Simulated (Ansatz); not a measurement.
# C2H3NTe, SMILES C1=NC[Te]1: harmonic frequencies at the relaxed geometry

Program: the Python package of Ansatz (0.2.0).

Typed at the interpreter:
```pycon
>>> import itertools
>>> import ansatz
>>> from ase import Atoms
>>> from ase.data import atomic_numbers, covalent_radii
>>> from ase.thermochemistry import IdealGasThermo
>>> import numpy as np
>>> geometry = (
...     ansatz.Crystal.molecule()
...     .atom("C", (-0.7733, 0.6651, -0.5576))
...     .atom("N", (0.3389, 0.9431, 0.0096))
...     .atom("C", (0.5874, -0.4025, 0.4069))
...     .atom("Te", (-0.7948, -1.4318, -0.3688))
...     .atom("H", (-1.5329, 1.3546, -1.0799))
...     .atom("H", (0.6112, -0.4625, 1.528))
...     .atom("H", (1.6247, -0.7341, 0.0161))
... )
>>> calculation = geometry.calculation()
>>> calculation = calculation.basis(gaussian="def2-SVP")
>>> calculation = calculation.functional("r2scan")
>>> symbols = [site.symbol for site in geometry.cartesian_sites]
>>> start = np.array([site.position_ang for site in geometry.cartesian_sites], dtype=float)
>>> summary = calculation.relax(force_tolerance=0.003).run(threads=1, pin="off").report
>>> end = np.array(summary["positions_ang"])
>>> # pairs closer than 1.2 times the sum of covalent radii, before or after
>>> radius = [covalent_radii[atomic_numbers[s]] for s in symbols]
>>> span = lambda where, i, j: np.linalg.norm(where[i] - where[j])
>>> bonded = [(i, j) for i, j in itertools.combinations(range(len(symbols)), 2) if min(span(start, i, j), span(end, i, j)) < 1.2 * (radius[i] + radius[j])]
>>> print("pair        before    after (A)")
pair        before    after (A)
>>> for i, j in bonded:
...     print(f"{symbols[i]}{i}-{symbols[j]}{j}".ljust(10), f"{span(start, i, j):8.4f} {span(end, i, j):8.4f}")
...
C0-N1        1.2791   1.2765
C0-Te3       2.1055   2.1428
C0-H4        1.1512   1.1000
N1-C2        1.4249   1.4377
C2-Te3       1.8899   2.2553
C2-H5        1.1230   1.1003
C2-H6        1.1570   1.1003
>>> # same settings at the minimum
>>> minimum = ansatz.Crystal.molecule()
>>> for symbol, place in zip(symbols, end):
...     minimum = minimum.atom(symbol, place.tolist())
...
>>> vibrating = (
...     minimum.calculation()
...     .basis(gaussian="def2-SVP")
...     .functional("r2scan")
...     .phonons(temperatures=(200, 600, 100))
... )
>>> vib = vibrating.run(threads=1, pin="off").report["vibrations"]
>>> sums = vib["harmonic_sums"]
>>> modes = [m["omega_inv_cm"] for m in sums["modes_at_gamma"] if m["rigid_motion"] == "no"]
>>> print("frequencies (1/cm):", " ".join(f"{w:.0f}" for w in modes))
frequencies (1/cm): 349 373 482 718 739 853 1013 1084 1114 1229 1404 1634 3082 3145 3172
>>> print("imaginary modes:", sum(w < 0 for w in modes), " zero-point energy:", round(sums["zero_point_energy_ev"], 4), "eV")
imaginary modes: 0  zero-point energy: 1.2641 eV
>>> # rigid rotor and ideal gas, symmetry number taken as one
>>> gas = IdealGasThermo(vib_energies=[w / 8065.544 for w in modes if w > 0], geometry="linear" if len(modes) == 3 * len(symbols) - 5 else "nonlinear",
...                      atoms=Atoms(symbols, positions=end), symmetrynumber=1, spin=0.0)
>>> print(f"H(298 K) - E = {gas.get_enthalpy(298.15, verbose=False):.4f} eV")
H(298 K) - E = 1.4027 eV
>>> print(f"S(298 K, 1 bar) = {96485.33 * gas.get_entropy(298.15, 1e5, verbose=False):.1f} J/(mol K) with symmetry number 1")
S(298 K, 1 bar) = 296.2 J/(mol K) with symmetry number 1
```

Notes:
- The frequencies are harmonic and unscaled, in a modest basis.
- def2 sets replace the cores of elements past krypton by effective core potentials.
- The entropy takes a symmetry number of 1; a symmetric molecule's is lower by R ln(sigma).
- Finished in 2.6 min on 1 thread of Arm Neoverse V2 (shared host), peak memory 0.29 GiB.
